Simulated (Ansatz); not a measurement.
**TiH: one contact scaled**

The task here is to estimate one member of a computed series from the others.

Computed with Ansatz 0.2.0 (DFT, LDA, PAW with Ansatz's default frozen-core files, scalar-relativistic, unless a step's input says otherwise).

2 further runs of the same task are left out: 2 that didn't finish. Runs told in other sessions of the task aren't counted.

### Starting point

It takes space group P4_2/mmc (No. 131, tetragonal). The conventional cell has a = 2.947 Å, b = 2.947 Å, c = 4.568 Å, α = 90.00°, β = 90.00°, γ = 90.00°. Ti (site symmetry mmm) has 4 H at 1.86 Å in its first shell of neighbours. H (site symmetry -4m2) is surrounded by 4 Ti at 1.86 Å.

Coordinates:

```
Ti H
1.0
     2.94749    0.00000    0.00000
     0.00000    2.94749    0.00000
     0.00000    0.00000    4.56814
Ti H
2 2
Direct
  0.50000 0.00000 0.50000
  0.00000 0.50000 0.00000
  0.00000 0.00000 0.25000
  0.00000 0.00000 0.75000
```

Atoms are numbered in the order of the input: Ti1, Ti2, H3, H4.

Set-up of the first run:

Contents of input.yaml:

```yaml
crystal:
  lattice:
    - [2.9474928546, 0.0, 0.0]
    - [0.0, 2.9474928546, 0.0]
    - [0.0, 0.0, 4.56814048]
  atoms:
    - { symbol: Ti, position: [0.5, 0.0, 0.5] }
    - { symbol: Ti, position: [0.0, 0.5, 0.0] }
    - { symbol: H, position: [0.0, 0.0, 0.25] }
    - { symbol: H, position: [0.0, 0.0, 0.75] }
kpoints:
  mp_grid: { grid: [8, 8, 5] }
scf:
  occupations: { method: fermi_dirac, width: 0.05 }
hamiltonian:
  xc: lda
  pseudopotentials: { kind: paw }
output:
  forces: true
  stress: true
  eigenvalues: true
  populations: true
```

Launch:

```console
> ansatz run input.yaml --threads 1 --pin off --max-ram 3072MiB --backend cpu --events-out ev --progress --plain --runs-dir out
```

Steps of the session up to this table: Shortest bond scaled by 1, PAW; Shortest bond scaled by 1.05, PAW; Shortest bond scaled by 0.95, PAW; Shortest bond scaled by 0.8, PAW; Shortest bond scaled by 0.62, PAW; Shortest bond scaled by 0.62, PAW (cutoff 1000 eV).

One of the session's tables, all rows but one given; the rest of the session is left out.

```
              method  length (Å)  F from the given length (eV/cell)  force along the bond (eV/Å)  largest force (eV/Å)
                 PAW       1.156                              4.284                       18.899                19.282
                 PAW       1.492                              0.709                        4.842                 5.041
                 PAW       1.771                              0.030                        0.684                 0.760
                 PAW       1.864                              0.000                        0.000                 0.000
                 PAW       1.958                                  ?                            ?                     ?
PAW (cutoff 1000 eV)       1.156                                  –                       18.875                19.258
```

Q: Estimate the row for PAW, 1.958 from the others.

As computed: F from the given length (eV/cell): 0.024; force along the bond (eV/Å): -0.493; largest force (eV/Å): 0.601.
